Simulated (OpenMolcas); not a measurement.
# Ta⁴⁺ among point charges: CASSCF and CASPT2 levels and susceptibility

How does a field of 6 point charges split the states of Ta⁴⁺, and what χT follows?

Program: OpenMolcas 26.06. Level of theory: state-averaged CASSCF and CASPT2, spin-orbit coupling by RASSI with atomic mean-field integrals. These are calculated values, not measurements, unless marked.

## Step 1: The system

```
Species                           : Ta⁴⁺ (tantalum, Z = 73, 69 electrons)
Basis                             : ANO-RCC-VDZP [7s6p4d2f1g], 68 functions
Scalar Hamiltonian                : DKH2, point nucleus
Inactive shells                   : 1s 2s 2p 3s 3p 3d 4s 4p 4d 4f 5s 5p
Active space                      : 1 electron in 5 orbitals (5d)
Some configurations of this space : 5d
Orbitals                          : optimised for each spin and parity, averaged over all roots
```

Outer shells as boxes (Hund's rule):

5d
```
5d [↑ ][  ][  ][  ][  ]
```

The ion sits among 6 point charges of -1.7 e arranged as a tetragonal octahedron (D4h), 2.24 Å from the ion, with the axial distance 2.397 Å.

Each step is its own input file, run in one work folder so that later steps find the files of earlier ones. Labels, J, g values, rates, χT and fits are worked out afterwards by a script from the matrices that RASSI stores. The input lists half of the charges; inversion (Group=XYZ) makes the rest.

## Step 2: Basis and integrals

Input file a.inp:

```
&GATEWAY
Coord
1

Ta 0.0 0.0 0.0
Basis=ANO-RCC-VDZP
Group=XYZ
NoMove
AngMom=0.0 0.0 0.0
AMFI
XField
3 Angstrom 0
2.240000 0.000000 0.000000 -1.700000
0.000000 2.240000 0.000000 -1.700000
0.000000 0.000000 2.396800 -1.700000
&SEWARD
```

On the command line:

```sh
> OMP_NUM_THREADS=1 MOLCAS_MEM=1689 MOLCAS_PROJECT=a pymolcas a.inp > a.log
```

The program printed:

```text
Basis set label: TA.ANO-RCC...7S6P4D2F1G.

      Electronic valence basis set:
      ------------------
      Associated Effective Charge  73.000000 au
      Associated Actual Charge     73.000000 au
      Nuclear Model: Point charge

      Shell  nPrim  nBasis  Cartesian Spherical Contaminant
         s      24       7        X
         p      21       6        X
         d      15       4                 X
         f      11       2                 X
         g       4       1                 X
                  Relativistic Douglas-Kroll-Hess integrals:
                    - DKH order of Hamiltonian: 2
                    - DKH order of Properties : 0
                  Atomic mean-field integrals
```

## Step 3: Reference wave functions, doublets of even parity, 5 roots

Input file a.inp:

```
&RASSCF
FileOrb=start.orb
Symmetry=1
Spin=2
nActEl=1 0 0
Inactive=15 19
Ras2=5 0
CIRoot=5 5 1
SDav=5
CIMx=300
Iter=120 100
PrWF=0.3
OrbListing=Nothing
MaxOrb=0
>>> COPY $Project.JobIph JOB001
```

start.orb holds the contracted functions of the basis, ordered by shell, or the orbitals of the step before.

The program printed:

```text
Wave function specifications:
      -----------------------------

      Number of closed shell electrons          68
      Number of electrons in active shells       1
      Max number of holes in RAS1 space          0
      Max nr of electrons in RAS3 space          0
      Number of inactive orbitals               34
      Number of active orbitals                  5
      Number of secondary orbitals              29
      Spin quantum number                      0.5
      State symmetry                             1
Orbital specifications:
      -----------------------

      Symmetry species                           1   2
                                                ag  au
      Frozen orbitals                            0   0
      Inactive orbitals                         15  19
      Active orbitals                            5   0
      RAS1 orbitals                              0   0
      RAS2 orbitals                              5   0
      RAS3 orbitals                              0   0
      Secondary orbitals                        16  13
      Deleted orbitals                           0   0
      Number of basis functions                 36  32
      Number of CSFs                             5
      Number of root(s) required                 5
      Iter CI   SX   CI       RASSCF       Energy    max ROT     max BLB   max BLB  Level Ln srch  Step   QN
          iter iter root      energy       change     param      element    value   shift minimum  type update
 Nr of preliminary CI iterations:   1
      Total energies have been shifted. Add               -15000.00 au
        1   1    6    0  -596.35095791    0.00E+00   2.05E-01*  17  20 2  2.05E-01*  0.36   0.00    SX    NO
        2   1    5    0  -596.42226401   -7.13E-02*  3.54E-02   11  27 2 -1.68E-01*  0.39   0.00    SX    NO
        3   1    5    0  -596.42895989   -6.70E-03*  2.59E-02   13  29 2  1.32E-01*  0.37   0.00    SX    NO
        4   1    5    0  -596.43161620   -2.66E-03*  1.09E-02   11  27 2 -1.13E-01*  0.40   0.00    SX    NO
        5   1    5    0  -596.43335836   -1.74E-03* -4.83E-03   13  29 2  9.73E-02*  0.38   0.54    LS   YES
        6   1    4    0  -596.43795360   -4.60E-03*  5.43E-03   13  29 2  3.46E-03*  0.39   1.04    QN   YES
        7   1    4    0  -596.43797114   -1.75E-05*  5.71E-03   18  21 1 -3.61E-04*  0.39   1.39    QN   YES
        8   1    4    0  -596.43797545   -4.31E-06*  3.60E-03   10  26 2 -4.51E-04*  0.39   1.39    QN   YES
        9   1    4    0  -596.43797650   -1.05E-06* -1.13E-03   16  32 2 -2.07E-04*  0.39   1.32    QN   YES
       10   1    3    0  -596.43797666   -1.56E-07*  8.90E-05   19  25 2 -3.68E-05   0.39   1.18    QN   YES
       11   1    3    0  -596.43797667   -8.37E-09  -2.49E-05   19  25 2 -7.53E-06   0.39   1.10    QN   YES
      Convergence after 11 iterations
       12   1    3    0  -596.43797667   -1.58E-10  -2.49E-05   19  22 2  1.36E-06   0.39   1.10    QN   YES
      Natural orbitals and occupation numbers for root  1
      sym 1:   0.000000   1.000000  -0.000000  -0.000000   0.000000
      Natural orbitals and occupation numbers for root  2
      sym 1:   0.000000   1.000000   0.000000  -0.000000   0.000000
      Natural orbitals and occupation numbers for root  3
      sym 1:   1.000000  -0.000000  -0.000000   0.000000   0.000000
::    RASSCF root number  1 Total energy: -15596.45839808
::    RASSCF root number  2 Total energy: -15596.45839808
::    RASSCF root number  3 Total energy: -15596.44971395
::    RASSCF root number  4 Total energy: -15596.42143429
::    RASSCF root number  5 Total energy: -15596.40193892
```

## Step 4: RASSI: spin-orbit coupling between the states

Input file a.inp:

```
&RASSI
NrOfJobIphs=1 5
1 2 3 4 5
IphNames
JOB001
EJob
SpinOrbit
DIPRint=1.0
SOCoupling=1000.0
Subsets=2
Property=9
'ANGMOM' 1 'ANGMOM' 2 'ANGMOM' 3 'MLTPL  1' 1 'MLTPL  1' 2 'MLTPL  1' 3
'AMFI' 1 'AMFI' 2 'AMFI' 3
SOProperty=3
'ANGMOM' 1 'ANGMOM' 2 'ANGMOM' 3
```

On the command line:

```sh
> OMP_NUM_THREADS=1 MOLCAS_MEM=1689 MOLCAS_PROJECT=a pymolcas a.inp > a.log
```

The program printed:

```text
SPIN-FREE ENERGIES:
  (Shifted by EMIN (a.u.) =     -15596.4583980822)

 SF State       Relative EMIN(au)   Rel lowest level(eV)    D:o, cm**(-1)      L_eff

     1             0.0000000000        0.0000000000              0.0000         2.0
     2             0.0000000000        0.0000000000              0.0000         2.0
     3             0.0086841333        0.2363073055           1905.9470         2.0
     4             0.0369637907        1.0058359856           8112.6143         2.0
     5             0.0564591599        1.5363320076          12391.3533         2.0
     Dipole printing threshold changed to   1.00000000E+00
Eigenvalues of complex Hamiltonian:
   -----------------------------------
  (Shifted by EMIN (a.u.) =     -15596.4583980822)

 SO State       Relative EMIN(au)   Rel lowest level(eV)    D:o, cm**(-1)     J-value

     1            -0.0127582175        0.0000000000              0.0000         1.6
     2            -0.0127582175        0.0000000000              0.0000         1.6
     3            -0.0066325399        0.1666881813           1344.4309         1.0
     4            -0.0066325399        0.1666881813           1344.4309         1.0
     5             0.0169016864        0.8070871032           6509.5965         1.9
     6             0.0169016864        0.8070871032           6509.5965         1.9
     7             0.0430606534        1.5189088571          12250.8261         2.3
     8             0.0430606534        1.5189088571          12250.8261         2.3
     9             0.0615355015        2.0216350837          16305.5866         1.3
    10             0.0615355015        2.0216350837          16305.5866         1.3
Weights of the five most important spin-orbit-free states for each spin-orbit state.

 SO State  Total energy (au)           Spin-free states, spin, and weights
 -------------------------------------------------------------------------------------------------------
    1        -0.012758       1 0.5  0.4454    2 0.5  0.4454    4 0.5  0.1092    3 0.5  0.0000    5 0.5  0.0000
    2        -0.012758       1 0.5  0.4454    2 0.5  0.4454    4 0.5  0.1092    3 0.5  0.0000    5 0.5  0.0000
    3        -0.006633       3 0.5  0.4577    2 0.5  0.2356    1 0.5  0.2356    5 0.5  0.0712    4 0.5  0.0000
    4        -0.006633       3 0.5  0.4577    2 0.5  0.2356    1 0.5  0.2356    5 0.5  0.0712    4 0.5  0.0000
    5         0.016902       3 0.5  0.4851    1 0.5  0.2549    2 0.5  0.2549    5 0.5  0.0050    4 0.5  0.0000
    6         0.016902       3 0.5  0.4851    1 0.5  0.2549    2 0.5  0.2549    5 0.5  0.0050    4 0.5  0.0000
    7         0.043061       4 0.5  0.8908    1 0.5  0.0546    2 0.5  0.0546    3 0.5  0.0000    5 0.5  0.0000
    8         0.043061       4 0.5  0.8908    1 0.5  0.0546    2 0.5  0.0546    3 0.5  0.0000    5 0.5  0.0000
    9         0.061536       5 0.5  0.9238    3 0.5  0.0572    2 0.5  0.0095    1 0.5  0.0095    4 0.5  0.0000
   10         0.061536       5 0.5  0.9238    3 0.5  0.0572    2 0.5  0.0095    1 0.5  0.0095    4 0.5  0.0000
 -------------------------------------------------------------------------------------------------------
```

Time for these steps: 2.4 s (1 thread of Intel Xeon Platinum 8259CL at 2.50GHz (Skylake/Cascade Lake), shared host).

States without spin-orbit coupling:

```
state  degeneracy  E (cm-1)  free-ion L (%)
   2E           2         0         D (100)
  2B2           1      1906         D (100)
  2A1           1      8113         D (100)
  2B1           1     12391         D (100)
```

With spin-orbit coupling:

```json
{"E (cm-1)": "0.0", "Degeneracy": "2", "Label": "E1/2", "2S+1": "2", "g": "0.22 1.30 1.30"}
{"E (cm-1)": "1344", "Degeneracy": "2", "Label": "E3/2", "2S+1": "2", "g": "0.02 0.02 2.27"}
{"E (cm-1)": "6510", "Degeneracy": "2", "Label": "E3/2", "2S+1": "2", "g": "1.45 2.22 2.22"}
{"E (cm-1)": "12251", "Degeneracy": "2", "Label": "E1/2", "2S+1": "2", "g": "1.78 3.30 3.30"}
{"E (cm-1)": "16306", "Degeneracy": "2", "Label": "E3/2", "2S+1": "2", "g": "2.20 2.20 3.72"}
```

Principal g values are given for doublets only; a zero marks a field direction without first-order Zeeman splitting.

Powder χT (cm³ K/mol): 0.11 at 2 K, 0.11 at 5 K, 0.11 at 10 K, 0.11 at 20 K, 0.11 at 50 K, 0.12 at 100 K, 0.12 at 150 K, 0.12 at 200 K, 0.13 at 250 K, 0.13 at 300 K.

Orbitals of the lowest block (energies include the constant potential of the surroundings):

| shell | space | energy (hartree) | mean occupation | ⟨r²⟩ (bohr²) |
| --- | --- | --- | --- | --- |
| 1s | inactive | -2485.0537 | 2.000 | 0.000446 |
| 2s | inactive | -431.6780 | 2.000 | 0.00729 |
| 2p | inactive | -379.5837 | 6.000 | 0.00601 |
| 3s | inactive | -100.5192 | 2.000 | 0.0477 |
| 3p | inactive | -84.6368 | 6.000 | 0.0483 |
| 3d | inactive | -65.3742 | 10.000 | 0.0404 |
| 4s | inactive | -21.0240 | 2.000 | 0.238 |
| 4p | inactive | -15.6905 | 6.000 | 0.270 |
| 4d | inactive | -8.5911 | 10.000 | 0.318 |
| 4f | inactive | -0.6975 | 14.000 | 0.490 |
| 5s | inactive | -2.3828 | 2.000 | 1.38 |
| 5p | inactive | -0.9338 | 6.000 | 1.83 |
| 5d | RAS2 |  | 1.000 | 3.86 |

## Step 5: CASPT2: IPEA 0.25, imaginary shift 0.1 (closed shells correlated: 4f 5s 5p)

Input file a.inp:

```
>>> COPY JOB001 $Project.JobIph
&CASPT2
Multistate=5 1 2 3 4 5
NoMult
Frozen=14 9
IPEA=0.25
Imaginary=0.1
MaxIter=60
WThr=0.0 0.3 0.05
PrWF=0.5
NoMix
```

On the command line:

```sh
> OMP_NUM_THREADS=1 MOLCAS_MEM=1689 MOLCAS_PROJECT=a pymolcas a.inp > a.log
```

The program printed:

```text
Orbital specifications:
      -----------------------

      Symmetry species                           1   2
                                                ag  au
      Frozen orbitals                           14   9
      Inactive orbitals                          1  10
      Active orbitals                            5   0
      Secondary orbitals                        16  13
      Deleted orbitals                           0   0
      Number of basis functions                 36  32
Type of calculation                        SS-CASPT2
      Fock operator                              state-specific
      IPEA shift                                 0.25
      Real shift                                 0.00
      Imaginary shift                            0.10
      The input orbitals will be transformed to quasi-canonical
Reference energy:      -15596.4583980822
      E2 (Non-variational):      -0.8284310528
      Shift correction:          -0.0001248007
      E2 (Variational):          -0.8285558535
      Total energy:          -15597.2869539357
      Residual norm:              0.0000002135
      Reference weight:           0.91767
      Contributions to the CASPT2 correlation energy
      Active & Virtual Only:         -0.0000000000
      One Inactive Excited:          -0.0414545556
      Two Inactive Excited:          -0.7869764971
Reference energy:      -15596.4583980821
      E2 (Non-variational):      -0.8284310528
      Shift correction:          -0.0001248007
      E2 (Variational):          -0.8285558535
      Total energy:          -15597.2869539356
      Residual norm:              0.0000002135
      Reference weight:           0.91767
      Contributions to the CASPT2 correlation energy
      Active & Virtual Only:         -0.0000000000
      One Inactive Excited:          -0.0414545556
      Two Inactive Excited:          -0.7869764972
::    CASPT2 Root  1     Total energy: -15597.28695394
::    CASPT2 Root  2     Total energy: -15597.28695394
::    CASPT2 Root  3     Total energy: -15597.27840862
::    CASPT2 Root  4     Total energy: -15597.25051516
::    CASPT2 Root  5     Total energy: -15597.23118694
```

This run: 1.2 s of run time, 1 thread of Intel Xeon Platinum 8259CL at 2.50GHz (Skylake/Cascade Lake), shared host.

SS-CASPT2: lowest energy less the reference's lowest, -0.8286 hartree; reference weights 0.918.

States without spin-orbit coupling:

| state | degeneracy | E (cm-1) | free-ion L (%) |
| --- | --- | --- | --- |
| 2E | 2 | 0 | D (100) |
| 2B2 | 1 | 1875 | D (100) |
| 2A1 | 1 | 7997 | D (100) |
| 2B1 | 1 | 12239 | D (100) |

With spin-orbit coupling:

```json
{"E (cm-1)": "0", "Degeneracy": "2", "Label": "E1/2", "2S+1": "2", "g": "0.22 1.31 1.31"}
{"E (cm-1)": "1330", "Degeneracy": "2", "Label": "E3/2", "2S+1": "2", "g": "0.02 0.02 2.26"}
{"E (cm-1)": "6510", "Degeneracy": "2", "Label": "E3/2", "2S+1": "2", "g": "1.47 2.22 2.22"}
{"E (cm-1)": "12160", "Degeneracy": "2", "Label": "E1/2", "2S+1": "2", "g": "1.78 3.31 3.31"}
{"E (cm-1)": "16180", "Degeneracy": "2", "Label": "E3/2", "2S+1": "2", "g": "2.20 2.20 3.73"}
```

Powder χT (cm³ K/mol): 0.11 at 2 K, 0.11 at 5 K, 0.11 at 10 K, 0.11 at 20 K, 0.11 at 50 K, 0.12 at 100 K, 0.12 at 150 K, 0.12 at 200 K, 0.13 at 250 K, 0.13 at 300 K.

## Step 6: The methods side by side

A. CASSCF
B. SS-CASPT2, IPEA 0.25, imaginary shift 0.1 (closed shells correlated: 4f 5s 5p)

| method | ground state | first state of that spin (cm-1) | first gap with spin-orbit (cm-1) | χT at 300 K |
| --- | --- | --- | --- | --- |
| A | 2E | 2B2 1906 | 1344.4 | 0.13 |
| B | 2E | 2B2 1875 | 1332.2 | 0.13 |

## Step 7: Summary of results

```
                                            quantity                                                                           value
                                              method  SS-CASPT2, IPEA 0.25, imaginary shift 0.1 (closed shells correlated: 4f 5s 5p)
                              spin-free ground state                                                  2E, 2-fold in its orbital part
first state of the same spin within the active space                                                                2B2 at 1880 cm⁻¹
                                        lowest level                                               2-fold E1/2, g = 0.22, 1.31, 1.31
                                          next level                                                                     1332.2 cm⁻¹
                                         χT at 300 K                                                                  0.13 cm³ K/mol
                           effective moment at 300 K                                                                         1.03 μB
```

Cost by method:

```csv
method,time of its own steps,time with the reference
A. CASSCF,2.4 s,2.4 s
"B. SS-CASPT2, IPEA 0.25, imaginary shift 0.1, +4f 5s 5p",1.2 s,3.6 s
```

Times are of one thread on a shared host.

In words: The spin-free ground state (2E) comes to 100 % from free-ion D terms and keeps the highest spin of the shell. χT at 300 K is 0.13, against 0.38 cm³ K/mol for the spin alone, so orbital moment lowers it. The field of point charges can differ much from that of real complexes. This is an electrostatic model: the charges have no orbitals.
